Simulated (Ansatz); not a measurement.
**CHBrN radical: geometry and frequencies at several levels**

One table from this session's results is given with a row withheld; the runs are named, their logs left out.

Computed with Ansatz 0.2.0 (the levels named in each step, unless a step's input says otherwise).

## Starting point

Bond lengths: C1–N2 1.137 Å, C1–H4 1.062 Å. Angles: N2–C1–H4 179.5°.

Coordinates:

```xyz
4

C    -1.7038    0.4269    1.9747
N    -2.5659    0.7989    2.6156
Br    0.7173   -0.2053   -0.7726
H    -0.9014    0.0847    1.3691
```

The first run:

Contents of input.yaml:

```yaml
crystal:
  periodic: [false, false, false]
  atoms:
    - { symbol: C, position_ang: [-1.70375, 0.42692, 1.97467] }
    - { symbol: "N", position_ang: [-2.56587, 0.79894, 2.6156] }
    - { symbol: Br, position_ang: [0.71725, -0.20529, -0.77259] }
    - { symbol: H, position_ang: [-0.90141, 0.08466, 1.3691] }
magnetization:
  spin_polarized: true
  initial_magnetization: 1
basis:
  gaussian: { orbitals: def2-SVP }
hamiltonian:
  xc: pbe
  dispersion: d4
relax:
  f_tol: 0.03
  max_steps: 200
```

On the command line:

```console
$ ansatz run input.yaml --threads 2 --pin off --max-ram 5120MiB --backend cpu --events-out ev --progress --plain --runs-dir out
```

Among the steps run: A rough first relaxation, PBE-D4/def2-SVP; Relaxation, HF/STO-3G; Frequencies, HF/STO-3G; Relaxation, HF/def2-SVP; Frequencies, HF/def2-SVP; Relaxation, LDA/def2-SVP; Frequencies, LDA/def2-SVP; Relaxation, PBE-D4/def2-SVP; Frequencies, PBE-D4/def2-SVP; Relaxation, PBE0-D4/def2-TZVPP; Relaxation, MP2/def2-TZVPP; Frequencies, MP2/def2-TZVPP.

One table of the session follows, with a row left open; its other results are not shown here.

```
             level  C1–N2 (Å)  rotational constants (MHz)  dipole (D)  highest frequency (cm⁻¹)
         HF/STO-3G     1.1531                      1362.1        2.73                      3826
       HF/def2-SVP     1.1313                      1058.8        3.52                      3614
      LDA/def2-SVP          ?                           ?           ?                         ?
   PBE-D4/def2-SVP     1.1676                      1249.5        3.34                      3306
PBE0-D4/def2-TZVPP     1.1459                      1213.3        3.49                         -
    MP2/def2-TZVPP     1.1664                      1196.4        3.39                      3439
```

Estimate the missing values for LDA/def2-SVP.

The run gave: C1–N2 (Å): 1.1622; rotational constants (MHz): 1387.7; dipole (D): 3.45; highest frequency (cm⁻¹): 3237. In the column «C1–N2 (Å)» it lies between HF/STO-3G (1.1531) and MP2/def2-TZVPP (1.1664).
